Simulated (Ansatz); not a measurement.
## Ti3C2: projected density of states with PBEsol+U

The system is Ti3C2.

```
CELL_PARAMETERS angstrom
3.06660 0.00000 0.00000
-1.53330 2.65576 0.00000
0.00000 0.00000 15.11715
ATOMIC_POSITIONS crystal
Ti 0.00000 0.00000 0.50000
Ti 0.00000 0.00000 0.00000
Ti 0.33333 0.66667 0.65612
Ti 0.66667 0.33333 0.15612
Ti 0.66667 0.33333 0.34388
Ti 0.33333 0.66667 0.84388
C 0.33333 0.66667 0.08590
C 0.66667 0.33333 0.58590
C 0.33333 0.66667 0.41410
C 0.66667 0.33333 0.91410
```

The cell comes from a database or a generator and needn't be the stable form of this composition.

- Program: Ansatz 0.2.0
- Task: projected density of states
- Functional: PBEsol
- Potentials or basis: Ansatz PAW
- Cutoff: 420 eV (not typed: the program's choice for these potentials)
- k mesh: 10 × 10 × 2
- Occupations: fermi-dirac, width 0.05 eV
- Spin: no spin polarisation
- Hubbard terms: Ti d U = 2 eV
- Hubbard projectors: ortho-atomic (the default)
- Double counting: fll (the default)

```json
{"Pressure": "-2.5 GPa", "Largest force": "0.244 eV/Å", "Band gap on the k mesh": "none (metal or under the smearing width)", "Density of states at the Fermi level": "2.40 states/eV per cell"}
```

Forces in eV/Å, atoms in the order of the input:
```
Ti   0.000  0.000  0.000
Ti   0.000  0.000  0.000
Ti   0.000  0.000 -0.244
Ti   0.000  0.000 -0.244
Ti   0.000  0.000  0.244
Ti   0.000  0.000  0.244
C    0.000  0.000 -0.016
C    0.000  0.000 -0.016
C    0.000  0.000  0.016
C    0.000  0.000  0.016
```

Stress tensor (GPa, compression positive):
```
-2.99  0.00  0.00
 0.00 -2.99  0.00
 0.00  0.00 -1.64
```

Levels at points of the mesh, in eV from the Fermi level:
| k point | band 40 | band 41 | band 42 | band 43 | band 44 | band 45 | band 46 | band 47 | band 48 | band 49 |
| --- | --- | --- | --- | --- | --- | --- | --- | --- | --- | --- |
| (0.00, 0.00, 0.00) | -1.89 | -1.89 | -1.72 | 0.31 | 0.43 | 0.43 | 0.56 | 0.56 | 0.59 | 1.28 |
| (0.00, 0.00, -0.50) | -1.94 | -1.90 | -1.90 | 0.44 | 0.44 | 0.49 | 0.49 | 0.49 | 0.49 | 1.33 |
| (0.00, -0.50, 0.00) | -1.99 | -1.81 | -1.59 | -1.27 | -1.24 | 0.31 | 0.55 | 1.77 | 1.95 | 2.00 |
| (0.00, -0.50, -0.50) | -2.05 | -1.70 | -1.70 | -1.25 | -1.25 | 0.43 | 0.43 | 1.88 | 1.88 | 2.07 |

States per cell in windows of 0.5 eV (zero at the Fermi level; states under -8 eV left out):
| from (eV) | total | Ti 3d | C 2p | Ti 4s | C 2s | Ti 3p | Ti 3s |
| --- | --- | --- | --- | --- | --- | --- | --- |
| -8.0 | 0.00 | 0.00 | 0.00 | 0.00 | 0.00 | 0.00 | 0.00 |
| -7.5 | 0.00 | 0.00 | 0.00 | 0.00 | 0.00 | 0.00 | 0.00 |
| -7.0 | 0.00 | 0.00 | 0.00 | 0.00 | 0.00 | 0.00 | 0.00 |
| -6.5 | 0.03 | 0.01 | 0.01 | 0.01 | 0.00 | 0.00 | 0.00 |
| -6.0 | 0.79 | 0.22 | 0.37 | 0.14 | 0.01 | 0.01 | 0.04 |
| -5.5 | 2.00 | 0.61 | 0.98 | 0.27 | 0.04 | 0.02 | 0.07 |
| -5.0 | 1.23 | 0.39 | 0.61 | 0.15 | 0.03 | 0.01 | 0.03 |
| -4.5 | 3.83 | 1.00 | 2.12 | 0.45 | 0.07 | 0.09 | 0.07 |
| -4.0 | 2.95 | 1.07 | 1.54 | 0.18 | 0.05 | 0.05 | 0.03 |
| -3.5 | 6.96 | 3.04 | 3.62 | 0.10 | 0.04 | 0.08 | 0.02 |
| -3.0 | 4.32 | 1.92 | 2.19 | 0.07 | 0.04 | 0.05 | 0.01 |
| -2.5 | 1.88 | 0.90 | 0.94 | 0.02 | 0.01 | 0.02 | 0.00 |
| -2.0 | 1.91 | 1.19 | 0.26 | 0.35 | 0.03 | 0.02 | 0.01 |
| -1.5 | 3.28 | 2.50 | 0.22 | 0.28 | 0.04 | 0.02 | 0.01 |
| -1.0 | 1.83 | 1.67 | 0.09 | 0.02 | 0.00 | 0.00 | 0.00 |
| -0.5 | 1.09 | 1.00 | 0.05 | 0.02 | 0.00 | 0.00 | 0.00 |
| 0.0 | 4.29 | 3.82 | 0.18 | 0.16 | 0.02 | 0.01 | 0.00 |
| 0.5 | 3.54 | 3.15 | 0.18 | 0.12 | 0.01 | 0.01 | 0.00 |
| 1.0 | 4.45 | 4.09 | 0.18 | 0.07 | 0.02 | 0.01 | 0.00 |
| 1.5 | 3.82 | 3.43 | 0.20 | 0.06 | 0.04 | 0.00 | 0.00 |
| 2.0 | 4.94 | 4.41 | 0.33 | 0.05 | 0.05 | 0.00 | 0.00 |
| 2.5 | 8.47 | 7.69 | 0.46 | 0.12 | 0.10 | 0.00 | 0.00 |
| 3.0 | 3.80 | 3.14 | 0.46 | 0.07 | 0.06 | 0.00 | 0.00 |
| 3.5 | 4.15 | 2.75 | 1.09 | 0.11 | 0.07 | 0.01 | 0.01 |
| 4.0 | 3.77 | 2.32 | 0.93 | 0.18 | 0.17 | 0.01 | 0.01 |
| 4.5 | 4.88 | 2.54 | 1.20 | 0.52 | 0.33 | 0.01 | 0.03 |
| 5.0 | 2.34 | 1.04 | 0.50 | 0.38 | 0.19 | 0.00 | 0.02 |
| 5.5 | 1.11 | 0.55 | 0.32 | 0.05 | 0.11 | 0.00 | 0.01 |
| 6.0 | 0.31 | 0.14 | 0.10 | 0.02 | 0.04 | 0.00 | 0.00 |
| 6.5 | 0.03 | 0.00 | 0.00 | 0.01 | 0.01 | 0.00 | 0.00 |
| 7.0 | 0.00 | 0.00 | 0.00 | 0.00 | 0.00 | 0.00 | 0.00 |
| 7.5 | 0.00 | 0.00 | 0.00 | 0.00 | 0.00 | 0.00 | 0.00 |

Eigenvalues of the final occupation matrices:
| site | spin | trace | eigenvalues |
| --- | --- | --- | --- |
| site 1 | 1 | 1.39 | 0.22 0.27 0.27 0.32 0.32 |
| site 2 | 1 | 1.39 | 0.22 0.27 0.27 0.32 0.32 |
| site 3 | 1 | 1.41 | 0.22 0.23 0.23 0.36 0.36 |
| site 4 | 1 | 1.41 | 0.22 0.23 0.23 0.36 0.36 |
| site 5 | 1 | 1.41 | 0.22 0.23 0.23 0.36 0.36 |
| site 6 | 1 | 1.41 | 0.22 0.23 0.23 0.36 0.36 |

Run time: 14 s on 4 threads of Arm Neoverse V1 (shared host), peak memory 0.89 GiB.

Caveat: U without spin polarisation on a metal has little footing; the PAW data sets come from PBE, with cores solved anew for the run's functional, which leaves a small shift of forces and pressure; the U is typed as a test and isn't derived for this compound; the density of states is complete only up to the lowest level of the last band computed.
